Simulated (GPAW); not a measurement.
# InH2ClO (SMILES [OH][InH][Cl]): a chain of runs, part 2 of 3

GPAW 26.7.0.

**3. The harmonic vibrations at AM05/dz(dzp) (scalar-relativistic datasets, shape nonlinear) (run 2)**

Input file relaxed.xyz:

```xyz
5
Lattice="13.060832 0.0 0.0 0.0 13.456707 0.0 0.0 0.0 11.491068" Properties=species:S:1:pos:R:3:magmoms:R:1:forces:R:3 free_energy=-16.219439831714922 energy=-16.219439831714922 dipole="-0.03853041456502194 0.2534166480276715 -0.061221108621238716" magmom=0.0 pbc="F F F"
O        5.30657046       6.74398211       4.96108061       0.00000000      -0.01180869       0.00867135      -0.00652188
In       7.15731284       6.97731672       5.63311153       0.00000000      -0.00033646      -0.01188537       0.00624840
Cl       8.06837074       4.96263831       6.51772038       0.00000000       0.00165594      -0.00869197      -0.01941564
H        4.84468037       5.85753067       5.06696420       0.00000000       0.01037962      -0.02386676       0.00061425
H        7.97688716       8.47684111       5.56964280       0.00000000      -0.00405241      -0.01572523      -0.00486463
```

Input file run.py:

```python
from ase.io import read
from ase.thermochemistry import IdealGasThermo
from ase.vibrations import Infrared
from gpaw import GPAW, setup_paths
from gpaw.atom.configurations import parameters
from gpaw.atom.generator import Generator

# Structure
mol = read("relaxed.xyz")

# Generate the setups first
for symbol in ["Cl", "H", "In", "O"]:
    Generator(symbol, xcname="AM05", scalarrel=True, nofiles=True, txt=None).run(**parameters[symbol])
setup_paths.insert(0, ".")

# Calculator
dft = GPAW(mode="lcao",
           h=0.2,
           maxiter=100,
           xc="AM05",
           symmetry="off",
           convergence={"density": 1e-05},
           basis="dz(dzp)",
           txt="molecule.txt")
mol.calc = dft

energy = mol.get_potential_energy()
vib = Infrared(mol, delta=0.015, nfree=4)
vib.run()
vib.summary()
freqs = vib.get_frequencies()
zpe = vib.get_zero_point_energy()
intensities = vib.intensities

thermo = IdealGasThermo(vib_energies=vib.get_energies(), potentialenergy=energy, atoms=mol, geometry="nonlinear",
                        symmetrynumber=1, spin=0.0, ignore_imag_modes=True)
H = thermo.get_enthalpy(200.0, verbose=False)
S = thermo.get_entropy(200.0, 101325.0, verbose=False)
G = thermo.get_gibbs_energy(temperature=200.0, pressure=101325.0)
```

On the command line:

```sh
$ python run.py
```

What it wrote:

```text
-------------------------------------
 Mode    Frequency        Intensity
  #    meV     cm^-1   (D/Å)^2 amu^-1
-------------------------------------
  0   11.1i     89.8i     0.0472
  1    7.2i     58.1i     0.0176
  2    4.0i     32.3i     0.0082
  3    8.9      71.6      0.0469
  4   11.9      96.4      0.1402
  5   13.4     107.7      0.0672
  6   33.2     267.7      1.3528
  7   35.2     283.8      0.8940
  8   42.4     341.6      0.9668
  9   60.5     487.8      2.1294
 10   74.2     598.5      2.4186
 11   76.3     615.7      0.7353
 12  100.6     811.4      2.1780
 13  235.6    1900.3      1.4717
 14  429.4    3463.4      0.7980
-------------------------------------
Zero-point energy: 0.561 eV
Static dipole moment: 1.266 D
Maximum force on atom in `equilibrium`: 0.0266 eV/Å

Enthalpy components at T = 200.00 K:
===============================
Enthalpy components at T = 200.00 K:
===============================
E_pot                -16.219 eV
E_ZPE                  0.544 eV
Cv_trans (0->T)        0.026 eV
Cv_rot (0->T)          0.026 eV
Cv_vib (0->T)          0.019 eV
-------------------------------
U                    -15.605 eV
===============================
(C_v -> C_p)           0.017 eV
-------------------------------
H                    -15.588 eV
===============================

Entropy components at T = 200.00 K and P = 101325.0 Pa:
=================================================
{"":15s}{"S":13s}     {"T*S:13s}
S_trans (1 bar)    0.0017047 eV/K        0.341 eV
S_rot              0.0010802 eV/K        0.216 eV
S_elec             0.0000000 eV/K        0.000 eV
S_vib              0.0001332 eV/K        0.027 eV
S (1 bar -> P)    -0.0000011 eV/K       -0.000 eV
-------------------------------------------------
S                  0.0029171 eV/K        0.583 eV
=================================================

Free energy components at T = 200.00 K and P = 101325.0 Pa:
=======================
    H        -15.588 eV
 -T*S         -0.583 eV
-----------------------
    G        -16.171 eV
=======================
```

molecule.txt, shortened:

```text
[...]
Number of symmetries: 1
[...]
  Number of IBZ points: 1
[...]
basis functions: 38
Spin-components: 1 (collinear spins)
Bands:           19
[...]
  Valence electrons: 28.0
[...]
  Grid points: [64 68 56]
  Charge: 0.0  # |e|
[...]
    cutoffs:
[...]
occupation numbers:
  # Zero width
[...]
xc functional:
  name: AM05 with 2 nearest neighbor sten
[...]
|iter     |     time |      energy | eigst |  dens |
[...]
|iter:   1| 00:07:33 |  -16.219269c|      c|       |
[...]
Converged in 7 steps
[...]
dipole moment: (-0.038933, 0.254129, -0.063826)  # |e|*Ang
Fermi level: -4.483
[...]
|iter:   6| 00:07:44 |  -16.218821c|      c| -5.17c|
Converged in 6 steps
[...]
Energy contributions relative to reference atoms: (reference = -174417.842346)
Energy contributions:
  Kinetic:          37.639715
  Coulomb:         -35.124385
  Zero:              0.568890
  External:          0.000000
  Xc:              -19.303041
  Entropy:           0.000000
  Spinorbit:         0.000000
  ----------------------------
  Free energy:     -16.218821
  Extrapolated:    -16.218821
dipole moment: (-0.039321, 0.254835, -0.066397)  # |e|*Ang
Fermi level: -4.485
[...]
Gap: 4.580 eV
Transition (v -> c):
[...]
timing:  # [seconds]
  Total:  463.806  # ━━━━━━━━━━━━━━━━━━━━━━━━━━━━━━━━━━━━━━━━━━━━━━━━━━━━━━━━
  Init:     4.518  # ╸
  SCF:    389.156  # ━━━━━━━━━━━━━━━━━━━━━━━━━━━━━━━━━━━━━━━━━━━━━━━
  Forces:   4.426  # ╸
  Move:    65.506  # ━━━━━━━━
```

It took 7.8 min on 1 thread of Arm Neoverse V2, shared host; peak memory 0.62 GiB.

(Continued in part 3 of 3.)
